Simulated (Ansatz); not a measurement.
# C2H4BN: the cost of one run

The runs use Ansatz 0.2.0, Gaussian basis; the settings change from run to run.

## 1. The molecule

An earlier PBE0-D4 in a triple-zeta def2 set relaxation fixed the geometry.

SMILES `CB1C=N1`, 8 atoms, charge 0, spin multiplicity 1.

Atoms are counted from 1 here; the program's logs count them from 0.

Bond lengths: C1–B2 1.543 Å, C1–H5 1.091 Å, C1–H6 1.092 Å, C1–H7 1.096 Å, B2–C3 1.446 Å, B2–N4 1.437 Å, C3–N4 1.301 Å, C3–H8 1.087 Å. Angles: B2–C1–H5 112.9°, B2–C1–H6 112.1°, B2–C1–H7 108.3°, H5–C1–H6 109.4°, H5–C1–H7 106.9°, H6–C1–H7 107.0°, C1–B2–C3 161.6°, C1–B2–N4 144.7°, C3–B2–N4 53.7°, B2–C3–N4 62.8°, B2–C3–H8 167.5°, N4–C3–H8 129.7°, B2–N4–C3 63.5°.

## 2. PBE-QIDH/x2c-TZVPPall

Options: charge +1, multiplicity 2, a point charge of 2.00 e beside it, the search for lower states set to full.

File in.yaml:

```yaml
crystal:
  periodic: [false, false, false]
  atoms:
    - {symbol: C, position_ang: [0.218136, 1.193477, -0.196830]}
    - {symbol: B, position_ang: [-0.118436, -0.282366, 0.101141]}
    - {symbol: C, position_ang: [-0.019345, -1.722799, 0.184318]}
    - {symbol: N, position_ang: [-1.125632, -1.177425, 0.599235]}
    - {symbol: H, position_ang: [1.288673, 1.401150, -0.157421]}
    - {symbol: H, position_ang: [-0.308276, 1.877532, 0.472160]}
    - {symbol: H, position_ang: [-0.114024, 1.423458, -1.215608]}
    - {symbol: H, position_ang: [0.271003, -2.770126, 0.157104]}
basis:
  gaussian: {orbitals: x2c-TZVPPall, point_charges: [{charge: 2.00, position_ang: [5.774, 0.884, -0.652]}]}
total_charge: 1
magnetization: {spin_polarized: true, initial_magnetization: 1}
hamiltonian: {xc: {name: PBE-QIDH}}
scf: {lower_state_search: full}
```

The run is started by

```sh
ansatz run in.yaml --threads 2 --pin off --events-out ev --progress --plain --max-ram 4352MiB
```

**Question.** How long does this run take on 2 threads of Arm Neoverse V2, shared host, and how much memory does it need?

About 15 s, with a peak of 0.42 GiB.
